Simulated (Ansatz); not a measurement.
# GeN₃H₇: small, medium and large basis sets

How large a basis does GeN₃H₇ need? Two functionals are run in growing sets.

The runs use Ansatz 0.2.0, Gaussian basis; one geometry, several basis sets.

Plan: PBE0-D4/def2-SVP; ωB97M-V/def2-SVP; PBE0-D4/def2-QZVPP; ωB97M-V/def2-QZVPP; the functionals' def2-TZVPP values are taken from earlier runs.

**1. Structure used throughout**

An earlier PBE0-D4 in a triple-zeta def2 set relaxation fixed the geometry.

SMILES `[NH2][GeH]([NH2])[NH2]`, 11 atoms, charge 0, spin multiplicity 1.

Atoms are counted from 1 here; the program's logs count them from 0.

Bond lengths: N1–Ge2 1.834 Å, N1–H5 1.009 Å, N1–H6 1.010 Å, Ge2–N3 1.834 Å, Ge2–N4 1.829 Å, Ge2–H7 1.544 Å, N3–H8 1.011 Å, N3–H9 1.010 Å, N4–H10 1.010 Å, N4–H11 1.011 Å. Angles: Ge2–N1–H5 115.8°, Ge2–N1–H6 115.8°, H5–N1–H6 109.9°, N1–Ge2–N3 108.1°, N1–Ge2–N4 115.7°, N1–Ge2–H7 105.7°, N3–Ge2–N4 101.7°, N3–Ge2–H7 118.7°, N4–Ge2–H7 107.4°, Ge2–N3–H8 114.4°, Ge2–N3–H9 115.3°, H8–N3–H9 109.3°, Ge2–N4–H10 114.5°, Ge2–N4–H11 113.3°, H10–N4–H11 108.7°.

As a file:

```
N    -1.2367    1.1270   -0.4435
Ge    0.3351    0.2884   -0.0069
N     0.0278   -0.7742    1.4558
N     0.9494   -0.9294   -1.2261
H    -1.3110    2.0938   -0.1648
H    -2.0816    0.6325   -0.1959
H     1.3913    1.4095    0.0994
H     0.8095   -1.3582    1.7190
H    -0.3202   -0.2943    2.2732
H     1.1783   -0.5397   -2.1298
H     0.3237   -1.7125   -1.3599
```

**2. PBE0-D4 in def2-SVP**

Contents of in.yaml:

```yaml
crystal:
  periodic: [false, false, false]
  atoms:
    - {symbol: N, position_ang: [-1.236700, 1.127024, -0.443468]}
    - {symbol: Ge, position_ang: [0.335069, 0.288417, -0.006942]}
    - {symbol: N, position_ang: [0.027823, -0.774183, 1.455785]}
    - {symbol: N, position_ang: [0.949407, -0.929395, -1.226098]}
    - {symbol: H, position_ang: [-1.311019, 2.093820, -0.164837]}
    - {symbol: H, position_ang: [-2.081600, 0.632479, -0.195917]}
    - {symbol: H, position_ang: [1.391307, 1.409513, 0.099408]}
    - {symbol: H, position_ang: [0.809482, -1.358179, 1.718987]}
    - {symbol: H, position_ang: [-0.320229, -0.294290, 2.273154]}
    - {symbol: H, position_ang: [1.178270, -0.539743, -2.129798]}
    - {symbol: H, position_ang: [0.323693, -1.712462, -1.359873]}
basis:
  gaussian: {orbitals: def2-SVP}
hamiltonian: {xc: pbe0, dispersion: d4}
output: {orbitals: {seedname: orbitals}}
```

Launch:

```
> ansatz run in.yaml --threads 4 --pin off --events-out ev --progress --plain --max-ram 10444MiB
```

Further steps of the session: ωB97M-V in def2-SVP; PBE0-D4 in def2-QZVPP; ωB97M-V in def2-QZVPP.

**Question.** What will the summary of the whole plan be? Wanted: PBE0-D4: double and triple zeta above quadruple; ωB97M-V: double and triple zeta above quadruple.

The runs gave:

| quantity | value |
| --- | --- |
| PBE0-D4: double and triple zeta above quadruple | 14.42, 1.53 eV |
| ωB97M-V: double and triple zeta above quadruple | 14.56, 1.48 eV |

In words: For PBE0-D4 the step from double to triple zeta gains 12.88 eV and the next only 1.53 eV. These are total energies; as a rule much of such shifts cancels in differences, which this series doesn't test. The LUMO of ωB97M-V is positive and keeps falling with the basis (3.17 to 1.61 eV): an unbound level that the basis holds in place.
